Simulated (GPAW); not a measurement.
SbAs:

```
Sb As
1.0
     2.03271    1.17359    3.71659
    -2.03271    1.17359    3.71659
     0.00000   -2.34718    3.71659
Sb As
1 1
Direct
  0.77090 0.77090 0.77090
  0.22910 0.22910 0.22910
```

The cell is a database's computed one.

* Program: GPAW 26.7.0
* Task: relaxation of cell and atoms
* Functional: RPBE
* Potentials or basis: the program's PAW data sets (release 1.2.1) made for this functional
* Cutoff: 600 eV
* Basis: pw
* k mesh: 8 × 8 × 8
* Occupations: fermi-dirac, width 0.05 eV
* Spin: no spin polarisation

At the start: pressure 2.5 GPa; volume 26.60 Å³/atom.

**Question.** How do energy, volume and symmetry change on relaxing?

**Answer.** Over 6 steps the energy falls by 8.5 meV/atom and the volume is 27.78 Å³/atom (+4.4 %); space group R3m (No. 160, to 0.05 Å).

Step by step:
```tsv
step	energy change (eV)	largest force (eV/Å)	pressure (GPa)	volume (Å³)
1	0.0000	0.1965	2.48	53.20
2	-0.0073	0.1071	1.80	53.67
3	-0.0155	0.0887	0.24	54.91
4	-0.0159	0.0908	0.13	55.05
5	-0.0168	0.0584	-0.10	55.46
6	-0.0170	0.0226	-0.08	55.56
```

Final structure:
```yaml
crystal:
  lattice:
    - [2.06521, 1.19235, 3.76032]
    - [-2.06521, 1.19235, 3.76032]
    - [0.00000, -2.38469, 3.76032]
  atoms:
    - { symbol: Sb, position: [0.77110, 0.77110, 0.77110] }
    - { symbol: As, position: [0.22890, 0.22890, 0.22890] }
```

Caveat: later steps reuse the first step's grids.
